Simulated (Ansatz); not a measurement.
# TiO2: the cost of one run

Computed with Ansatz 0.2.0 (DFT PBE, scalar-relativistic, plane waves, PAW, unless a step's input says otherwise).

### Step 1. The system as given

Symmetry: I4_1/amd, No. 141, tetragonal system. The conventional cell has a = 3.784 Å, b = 3.784 Å, c = 9.515 Å, α = 90.00°, β = 90.00°, γ = 90.00°. Ti (site symmetry -4m2) is surrounded by 6 O at 1.93 to 1.98 Å. Around O (site symmetry 2mm) lie 3 Ti at 1.93 to 1.98 Å.

As a file:

```
CELL_PARAMETERS angstrom
-1.89210 1.89210 4.75730
1.89210 -1.89210 4.75730
1.89210 1.89210 -4.75730
ATOMIC_POSITIONS crystal
Ti 0.00000 0.00000 0.00000
Ti 0.75000 0.25000 0.50000
O 0.20810 0.20810 0.00000
O 0.95810 0.45810 0.50000
O 0.54190 0.04190 0.50000
O 0.79190 0.79190 0.00000
```

The structure rests on an entry of the Crystallography Open Database; cell or positions may have been set otherwise for this series.

### Step 2. Relaxing the atoms: TiO2, no spin

input.yaml

```yaml
crystal:
  lattice:
    - [-1.8921, 1.8921, 4.7573]
    - [1.8921, -1.8921, 4.7573]
    - [1.8921, 1.8921, -4.7573]
  atoms:
    - { symbol: Ti, position: [0.0, 0.0, 0.0] }
    - { symbol: Ti, position: [0.75, 0.25, 0.5] }
    - { symbol: O, position: [0.2081, 0.2081, 0.0] }
    - { symbol: O, position: [0.9581, 0.4581, 0.5] }
    - { symbol: O, position: [0.5419, 0.0419, 0.5] }
    - { symbol: O, position: [0.7919, 0.7919, 0.0] }
scf:
  occupations: { method: fixed }
output:
  forces: true
  stress: true
  write_density: true
  write_potential: true
  elf: true
  volumetric_format: npy
hamiltonian:
  xc: pbe
kpoints:
  mp_grid: { grid: [5, 5, 5] }
relax:
  f_tol: 0.004
```

Command:

```bash
ansatz run input.yaml --threads 8 --pin off --max-ram 16384MiB --backend cpu --events-out ev --progress --plain --runs-dir out
```

What time and memory should one allow on 8 threads of Arm Neoverse N1, shared host?

About 3 s, with a peak of 0.44 GiB.
